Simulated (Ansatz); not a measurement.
# NaGe+ (triplet): the correlation ladder at distance Ge1–Na2 = 2.882 Å, aug-cc-pVTZ

One table from this session's results is given with a row withheld; the runs are named, their logs left out.

Method: aug-cc-pVTZ, core rule «outside noble gas», up to 19 orbitals frozen; program: Ansatz 0.2.0, Gaussian basis.

Plan: UHF; CCSD(T) on ROHF; CCSD(T) on UHF; BCCD(T) on ROHF; CCSDT(Q) on ROHF; CCSDT(Q) on UHF; Full CI; Full CI in the symmetry of the determinant.

53 further runs of the same task are left out: 29 for a known fault of the program, 18 that didn't finish, 6 set aside as unsound or not needed.

### The geometry

The geometry derives from a PBE0/def2-TZVP stationary point (not a proven minimum). One bond is set to the value named and the two fragments are kept rigid. No spin-orbit coupling is included. The filled d shell of Ge may be among the frozen orbitals whatever the setting's name suggests; the logs give the count.

2 atoms, charge 1, spin multiplicity 3.

Atoms are counted from 1 here; the program's logs count them from 0.

No contacts short enough for the rule that draws bonds.

Geometry (Å):

```xyz
2
charge 1, multiplicity 3
Ge    0.00000    0.00000    0.00000
Na    0.00000    0.00000    2.88200
```

The first run:

Contents of in.yaml:

```yaml
crystal:
  periodic: [false, false, false]
  atoms:
    - {symbol: Ge, position_ang: [0.000000, 0.000000, 0.000000]}
    - {symbol: Na, position_ang: [0.000000, 0.000000, 2.882000]}
basis:
  gaussian: {orbitals: aug-cc-pVTZ}
total_charge: 1
magnetization: {spin_polarized: true, initial_magnetization: 2}
hamiltonian: {xc: hf}
output: {orbitals: {seedname: orbitals}}
```

Command:

```
ansatz run in.yaml --threads 1 --pin off --events-out ev --progress --plain --max-ram 2393MiB
```

Steps of the session up to this table: UHF; CCSD(T) on ROHF; CCSD(T) on UHF; BCCD(T) on ROHF; CCSDT(Q) on ROHF; CCSDT(Q) on UHF; Full CI; Full CI in the symmetry of the determinant.

One of the session's tables, all rows but one given; the rest of the session is left out.

It belongs to the step «Misses and costs». 

```
   method  from FCI (kJ/mol)
     ROHF             +187.0
      UHF             +176.5
     RMP2              +44.4
     UMP2              +44.0
    RCCSD                  ?
    UCCSD               +5.5
 RCCSD(T)               +1.5
 UCCSD(T)               +0.4
  BCCD(T)               +1.5
   RCCSDT               +0.1
   UCCSDT               -1.0
RCCSDT(Q)                0.0
UCCSDT(Q)               -1.1
      FCI                  0
```

**Question.** Estimate the row for RCCSD.

As computed: from FCI (kJ/mol): +6.9. In the column «from FCI (kJ/mol)» it lies between UCCSD (+5.5) and UMP2 (+44.0).

To keep in mind: UCCSDT, UCCSDT(Q) fall below full CI: unrestricted runs freeze a spin-polarised core, another one than full CI's, and coupled cluster isn't variational. Levels on UHF freeze UHF's core orbitals, full CI those of ROHF, so the U rows can settle a little off it for that reason alone. Restricted and unrestricted rows rest on different reference determinants; where their highest levels disagree by more than a few hundredths of an eV, they describe different states and don't form one ladder.
